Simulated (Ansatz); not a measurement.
Crystal: HfMoC2.

```xyz
4
Lattice="3.1914 0.0000 0.0000 0.0000 3.1914 0.0000 0.0000 0.0000 4.4852" Properties=species:S:1:pos:R:3 pbc="T T T"
Hf    0.0000    0.0000    0.0000
Mo    1.5957    1.5957    2.2426
C     1.5957    1.5957    0.0000
C     0.0000    0.0000    2.2426
```

The cell comes from a database or a generator and needn't be the stable form of this composition.

Base run:

```yaml
Program: Ansatz 0.2.0
Functional: r2SCAN
Potentials_or_basis: Ansatz PAW
Cutoff: "500 eV (not typed: the program's choice for these potentials)"
k_mesh: 8 × 8 × 6
Occupations: fermi-dirac, width 0.05 eV
Spin: no spin polarisation
Hubbard_terms: Hf d U = 1 eV, Mo d U = 1 eV
```

Its results: band gap on the k mesh none (metal or under the smearing width); pressure -2.1 GPa.

Q: The run is repeated on the same cell with these changes: hubbard terms from Hf d U = 1 eV, Mo d U = 1 eV to none; hubbard projectors from ortho-atomic (the default) to none. What comes out?

A: Band gap on the k mesh none (metal or under the smearing width); pressure -3.1 GPa.

Caveats: the PAW data sets come from PBE, with cores solved anew for the run's functional, which leaves a small shift of forces and pressure; the density of states is complete only up to the lowest level of the last band computed; U without spin polarisation on a metal has little footing (some runs); the U is typed as a test and isn't derived for this compound (some runs).
